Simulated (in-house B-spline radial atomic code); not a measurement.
**Excitations of B⁺ as exact exchange is dialled in**

Aim: follow the lowest excitations, the threshold and the polarisability of B⁺ as the share of exact exchange in a PBE hybrid goes from none to all.

The numbers are computed with in-house B-spline radial atomic code version 1 (linear response of a closed shell, each method with its own adiabatic kernel; non-relativistic; B-spline basis; no spin-orbit coupling, no double excitations; only terms of natural parity, (−1)^L, with L up to 3 are computed), except any that are marked as measured or tabulated.

### 1 The atom as given

| Property | Result |
| --- | --- |
| element | boron (Z = 5) |
| charge | +1 |
| configuration | [He] 2s2 |
| runs | 0 % exact exchange; 10 % exact exchange; 20 % exact exchange; 30 % exact exchange; 40 % exact exchange; 50 % exact exchange; 60 % exact exchange; 70 % exact exchange; 80 % exact exchange; 90 % exact exchange; 100 % exact exchange |

The outer shells:

B⁺
```
[He] core
2s [↑↓]
```

### 2 0 % exact exchange

Settings of the run:

```ini
Z = 5
electrons = 4.0
configuration = [He] 2s2
hamiltonian = nr
method = pbeh
box_radius = 41.61
exact_exchange_fraction = 0.0
intervals = 50
```

The run is started by

```
> python run_td.py task.json out
```

task.json lists these runs, among others, and the program works through them in turn.

### 3 10 % exact exchange

Settings of the run:

```ini
Z = 5
electrons = 4.0
configuration = [He] 2s2
hamiltonian = nr
method = pbeh
box_radius = 41.61
exact_exchange_fraction = 0.1
intervals = 50
```

### 4 20 % exact exchange

Settings of the run:

```ini
Z = 5
electrons = 4.0
configuration = [He] 2s2
hamiltonian = nr
method = pbeh
box_radius = 41.61
exact_exchange_fraction = 0.2
intervals = 50
```

### 5 30 % exact exchange

Settings of the run:

```ini
Z = 5
electrons = 4.0
configuration = [He] 2s2
hamiltonian = nr
method = pbeh
box_radius = 41.61
exact_exchange_fraction = 0.3
intervals = 50
```

### 6 40 % exact exchange

Settings of the run:

```ini
Z = 5
electrons = 4.0
configuration = [He] 2s2
hamiltonian = nr
method = pbeh
box_radius = 41.61
exact_exchange_fraction = 0.4
intervals = 50
```

### 7 50 % exact exchange

Settings of the run:

```ini
Z = 5
electrons = 4.0
configuration = [He] 2s2
hamiltonian = nr
method = pbeh
box_radius = 41.61
exact_exchange_fraction = 0.5
intervals = 50
```

### 8 60 % exact exchange

Settings of the run:

```ini
Z = 5
electrons = 4.0
configuration = [He] 2s2
hamiltonian = nr
method = pbeh
box_radius = 41.61
exact_exchange_fraction = 0.6
intervals = 50
```

### 9 70 % exact exchange

Settings of the run:

```ini
Z = 5
electrons = 4.0
configuration = [He] 2s2
hamiltonian = nr
method = pbeh
box_radius = 41.61
exact_exchange_fraction = 0.7
intervals = 50
```

### 10 80 % exact exchange

Settings of the run:

```ini
Z = 5
electrons = 4.0
configuration = [He] 2s2
hamiltonian = nr
method = pbeh
box_radius = 41.61
exact_exchange_fraction = 0.8
intervals = 50
```

### 11 90 % exact exchange

Settings of the run:

```ini
Z = 5
electrons = 4.0
configuration = [He] 2s2
hamiltonian = nr
method = pbeh
box_radius = 41.61
exact_exchange_fraction = 0.9
intervals = 50
```

### 12 100 % exact exchange

Settings of the run:

```ini
Z = 5
electrons = 4.0
configuration = [He] 2s2
hamiltonian = nr
method = pbeh
box_radius = 41.61
exact_exchange_fraction = 1.0
intervals = 50
```

What does the calculation give? Wanted: for each run, threshold; 2s→2p ¹P; 2s→2p ³P, Tamm-Dancoff; α; C6.

As calculated:

```csv
run,threshold (eV),2s→2p ¹P (eV),"2s→2p ³P, Tamm-Dancoff (eV)",α (bohr³),C6 (hartree bohr⁶),time
0 % exact exchange,19.505,8.626,4.051,10.64,28.82,0.1 s
10 % exact exchange,20.021,8.605,4.019,10.69,29.01,0.1 s
20 % exact exchange,20.535,8.584,3.987,10.74,29.21,0.1 s
30 % exact exchange,21.050,8.563,3.956,10.80,29.41,0.1 s
40 % exact exchange,21.564,8.542,3.924,10.85,29.63,0.1 s
50 % exact exchange,22.077,8.521,3.893,10.91,29.85,0.1 s
60 % exact exchange,22.590,8.500,3.862,10.97,30.07,0.1 s
70 % exact exchange,23.103,8.479,3.831,11.02,30.30,0.1 s
80 % exact exchange,23.615,8.457,3.800,11.09,30.54,0.1 s
90 % exact exchange,24.127,8.436,3.769,11.15,30.79,0.1 s
100 % exact exchange,24.638,8.414,3.738,11.21,31.04,0.1 s
measured or tabulated,-,9.100,4.631,-,-,-
```

From 0 % exact exchange to 100 % exact exchange the threshold goes from 19.51 to 24.64 eV and α from 10.6 to 11.2 bohr³. 2s→2p ¹P moves from 8.63 eV (0 % exact exchange) to 8.41 eV (100 % exact exchange). 2s→2p ³P moves from 4.05 eV (0 % exact exchange) to 3.74 eV (100 % exact exchange). Exact exchange removes self-interaction, which deepens the highest level.
